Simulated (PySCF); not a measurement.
# K₂I₂: relaxation and vibrations of the singlet

Where does singlet K₂I₂ go from a rhombic ring start, is the end point a minimum, and what are its modes, charges and moments?

Method: PBE0, basis K def2-TZVP, I def2-TZVP with ECP28, scalar-relativistic core potentials, no spin–orbit coupling, density fitting; program: PySCF 2.14.0.

**1. The starting structure**

4 atoms, charge 0, spin multiplicity 1.

Bond lengths: K1–I3 3.487 Å, K1–I4 3.487 Å, K2–I3 3.487 Å, K2–I4 3.487 Å. Angles: I3–K1–I4 94.0°, I3–K2–I4 94.0°, K1–I3–K2 86.0°, K1–I4–K2 86.0°.

```xyz
4
charge 0 multiplicity 1
K     2.3784    0.0000    0.0000
K    -2.3784    0.0000    0.0000
I     0.0000    2.5505    0.0000
I     0.0000   -2.5505    0.0000
```

**2. First SCF at the start**

The steps below are one call of a driver around PySCF. For each, scf.py gives the equivalent set-up of the SCF; relaxations use the driver's own optimiser. After this first run the driver tries any further starts and a stability analysis.

scf.py

```python
from pyscf import gto, scf, dft
mol = gto.M(atom='''
K      2.378400     0.000000     0.000000
K     -2.378400     0.000000     0.000000
I      0.000000     2.550500     0.000000
I      0.000000    -2.550500     0.000000''',
    basis={'K': 'def2-TZVP', 'I': 'def2-TZVP'},
    ecp={'I': 'def2-TZVP'},
    charge=0, spin=0)
mf = dft.RKS(mol, xc='PBE0')
mf.grids.atom_grid = (50, 194)
aux = {'K': 'def2-universal-JKFIT', 'I': 'def2-universal-JKFIT'}
mf = mf.density_fit(auxbasis=aux)
mf.conv_tol = 1e-08
mf.diis_space = 10
mf.max_cycle = 60
mf.init_guess = 'minao'
mf.verbose = 4
mf.kernel()
```

Launch:

```sh
$ OMP_NUM_THREADS=4 python axn.py task.json out
```

The runs that follow: Relaxation: rhombic ring start, singlet; Is it a minimum? Harmonic modes.

What does the calculation give? Wanted: minimum; geometry; wavenumbers; dipole moment; highest occupied, lowest empty level; polar-tensor charge of K1; zero-point energy; atomisation energy.

As calculated:

| quantity | value |
| --- | --- |
| minimum | singlet, D2h |
| geometry | K–I 3.277 Å (×4), K–K 4.212 Å; I–K–I 100.0° (×2), I–K–K 50.0° (×4), K–I–K 80.0° (×2) |
| wavenumbers (cm⁻¹) | 39 (b3u), 53 (ag), 123 (b3g), 126 (b1u), 138 (ag), 142 (b2u) |
| dipole moment | 0.00 D |
| highest occupied, lowest empty level | -6.16, -0.96 eV |
| polar-tensor charge of K1 | +0.79 e |
| zero-point energy | 3.7 kJ/mol |
| entropy at 298.15 K | 395.4 J/(mol K) |
| atomisation energy (no zero-point energy) | 820 kJ/mol |

In words: The rhombic ring start keeps its D2h symmetry and ends in a minimum. In the infrared the band at 142 cm⁻¹ (b2u) leads. The dipole vanishes although K1 carries +0.8 e by the polar tensor: the bond dipoles cancel. Only this shape and spin were tried, so other structures or states may lie lower. Spin–orbit coupling is left out.
